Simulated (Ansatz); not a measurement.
# GeH₃F (singlet): from Hartree-Fock to the top rungs at a displaced geometry (v2), cc-pVDZ

One table from this session's results is given with a row withheld; the runs are named, their logs left out.

Program: Ansatz 0.2.0, Gaussian basis. Level of theory: cc-pVDZ, core rule «outside noble gas», up to 15 orbitals frozen. These are calculated values, not measurements.

To be run: UHF; CCSD(T) on RHF; BCCD(T) on RHF; CISD; CCSDT(Q) on RHF.

23 further runs of the same task are left out: 5 for a known fault of the program, 8 that didn't finish, 10 set aside as unsound or not needed.

### The system

The geometry is a PBE0/def2-TZVP stationary point (not a proven minimum) with its atoms shifted at random (size 0.100 Å). No spin-orbit coupling is included. The filled d shell of Ge may be among the frozen orbitals whatever the setting's name suggests; the logs give the count.

5 atoms, charge 0, spin multiplicity 1.

Atoms are counted from 1 here; the program's logs count them from 0.

Bond lengths: Ge1–F2 1.577 Å, Ge1–H3 1.538 Å, Ge1–H4 1.592 Å, Ge1–H5 1.680 Å. Angles: F2–Ge1–H3 109.3°, F2–Ge1–H4 105.7°, F2–Ge1–H5 109.2°, H3–Ge1–H4 112.9°, H3–Ge1–H5 111.2°, H4–Ge1–H5 108.4°.

Set-up of the first run:

File in.yaml:

```yaml
crystal:
  periodic: [false, false, false]
  atoms:
    - {symbol: Ge, position_ang: [-0.300657, -0.001934, -0.000184]}
    - {symbol: F, position_ang: [1.276369, 0.018899, 0.003402]}
    - {symbol: H, position_ang: [-0.828336, 1.442881, 0.006169]}
    - {symbol: H, position_ang: [-0.723575, -0.821085, 1.297681]}
    - {symbol: H, position_ang: [-0.838365, -0.838624, -1.354703]}
basis:
  gaussian: {orbitals: cc-pVDZ}
magnetization: {spin_polarized: true, initial_magnetization: 0}
hamiltonian: {xc: hf}
output: {orbitals: {seedname: orbitals}}
```

Run with:

```sh
$ ansatz run in.yaml --threads 1 --pin off --events-out ev --progress --plain --max-ram 2393MiB
```

Steps of the session up to this table: UHF; CCSD(T) on RHF; BCCD(T) on RHF; CISD; CCSDT(Q) on RHF.

One table of the session follows, with a row left open; its other results are not shown here.

| method | from RCCSDT(Q) (meV) |
| --- | --- |
| RHF | +8690.3 |
| RMP2 | +818.0 |
| RCCSD | ? |
| RCCSD(T) | +29.0 |
| BCCD(T) | +25.7 |
| RCCSDT | +14.1 |
| RCCSDT(Q) | 0 |

Q: Estimate the row for RCCSD from the others.

The run gave: from RCCSDT(Q) (meV): +159.7. In the column «from RCCSDT(Q) (meV)» it lies between RCCSD(T) (+29.0) and RMP2 (+818.0).

Not comparable, so not listed: CISD (they don't share determinant, frozen orbitals or solution with the rows shown, or repeat one).
